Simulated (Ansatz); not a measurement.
# CH₂FGaO (SMILES O=[CH][GaH][F]): functionals against CCSD(T) at one geometry

How do the functionals fare away from a minimum? The structure is a structure displaced at random from a GFN2-xTB minimum.

The runs use Ansatz 0.2.0, Gaussian basis; single points in def2-TZVPP.

Cores are frozen in the correlated methods. Filled d shells of the heavier atoms are correlated.

**1. Where the work starts**

SMILES `O=[CH][GaH][F]`, 6 atoms, charge 0, spin multiplicity 1.

Atoms are counted from 1 here; the program's logs count them from 0.

Bond lengths: O1–C2 1.357 Å, C2–Ga3 2.063 Å, C2–H5 1.240 Å, Ga3–F4 1.781 Å, Ga3–H6 1.700 Å. Angles: O1–C2–Ga3 121.9°, O1–C2–H5 129.2°, Ga3–C2–H5 106.9°, C2–Ga3–F4 103.7°, C2–Ga3–H6 143.6°, F4–Ga3–H6 112.7°.

Geometry (Å):

```xyz
6
CH2FGaO
O     1.85450    0.56760   -1.00810
C     0.62880    0.00080   -0.87720
Ga   -0.47580    0.17780    0.85560
F    -1.95580   -0.74900    0.50790
H     0.11030   -0.90750   -1.54370
H    -0.50640    0.90940    2.38930
```

**2. CCSD(T)/def2-TZVPP**

Input file run/in.yaml:

```yaml
crystal:
  periodic: [false, false, false]
  atoms:
    - {symbol: O, position_ang: [1.854500, 0.567600, -1.008100]}
    - {symbol: C, position_ang: [0.628800, 0.000800, -0.877200]}
    - {symbol: Ga, position_ang: [-0.475800, 0.177800, 0.855600]}
    - {symbol: F, position_ang: [-1.955800, -0.749000, 0.507900]}
    - {symbol: H, position_ang: [0.110300, -0.907500, -1.543700]}
    - {symbol: H, position_ang: [-0.506400, 0.909400, 2.389300]}
basis:
  gaussian: {orbitals: def2-TZVPP}
correlation: {method: ccsd_t}
output: {forces: true}
```

The command line of these runs was not kept.

**3. PBE0-D4/def2-TZVPP**

Edit run/in.yaml of step 2 so:

```diff
@@ -11,3 +11,3 @@
   gaussian: {orbitals: def2-TZVPP}
-correlation: {method: ccsd_t}
-output: {forces: true}
+hamiltonian: {xc: pbe0, dispersion: d4}
+output: {forces: true, orbitals: {seedname: orbitals}}
```

**4. wB97M-V/def2-TZVPP**

Edit run/in.yaml of step 3 so:

```diff
@@ -11,3 +11,3 @@
   gaussian: {orbitals: def2-TZVPP}
-hamiltonian: {xc: pbe0, dispersion: d4}
-output: {forces: true, orbitals: {seedname: orbitals}}
+hamiltonian: {xc: {name: wB97M-V}}
+output: {forces: true}
```

**5. r2SCAN-D4/def2-TZVPP**

Edit run/in.yaml of step 4 so:

```diff
@@ -11,3 +11,3 @@
   gaussian: {orbitals: def2-TZVPP}
-hamiltonian: {xc: {name: wB97M-V}}
+hamiltonian: {xc: r2scan, dispersion: d4}
 output: {forces: true}
```

**6. PBE-D4/def2-TZVPP**

Edit run/in.yaml of step 5 so:

```diff
@@ -11,3 +11,3 @@
   gaussian: {orbitals: def2-TZVPP}
-hamiltonian: {xc: r2scan, dispersion: d4}
+hamiltonian: {xc: pbe, dispersion: d4}
 output: {forces: true}
```

**7. BLYP-D4/def2-TZVPP**

Edit run/in.yaml of step 6 so:

```diff
@@ -11,3 +11,3 @@
   gaussian: {orbitals: def2-TZVPP}
-hamiltonian: {xc: pbe, dispersion: d4}
+hamiltonian: {xc: {name: BLYP}, dispersion: d4}
 output: {forces: true}
```

**8. revPBE-D4/def2-TZVPP**

Edit run/in.yaml of step 7 so:

```diff
@@ -11,3 +11,3 @@
   gaussian: {orbitals: def2-TZVPP}
-hamiltonian: {xc: {name: BLYP}, dispersion: d4}
+hamiltonian: {xc: {name: revPBE}, dispersion: d4}
 output: {forces: true}
```

(Steps that only read results are left out.)

What does the calculation give? Wanted: energy less free atoms, CCSD(T)/def2-TZVPP; RMS force component; RMS force error; HOMO and LUMO, PBE0-D4; T1 diagnostic.

The runs gave:

| quantity | value |
| --- | --- |
| energy less free atoms, CCSD(T)/def2-TZVPP | -20.193 eV |
| RMS force component | 2.176 to 2.607 eV/Å over the methods |
| RMS force error | PBE0-D4 0.485, wB97M-V 0.434, r2SCAN-D4 0.343, PBE-D4 0.307, BLYP-D4 0.329, revPBE-D4 0.323 eV/Å |
| HOMO and LUMO, PBE0-D4 | -7.53 and -3.35 eV |
| T1 diagnostic | 0.019 |

What this shows: Against CCSD(T) the functionals' energies less atoms differ by -1.336 to -0.165 eV, PBE-D4 by -1.336 eV. CCSD(T) in triple zeta still lacks some correlation energy of the bonds, so part of these gaps is its own basis error and they don't rank the functionals. The forces of PBE-D4 come nearest to CCSD(T), those of PBE0-D4 are farthest. Frozen-core CCSD(T) forces in triple zeta carry basis errors of their own, and this is one geometry, so small gaps rank nothing. The restricted Hartree–Fock reference is unstable towards an unrestricted one at one or more of these structures.
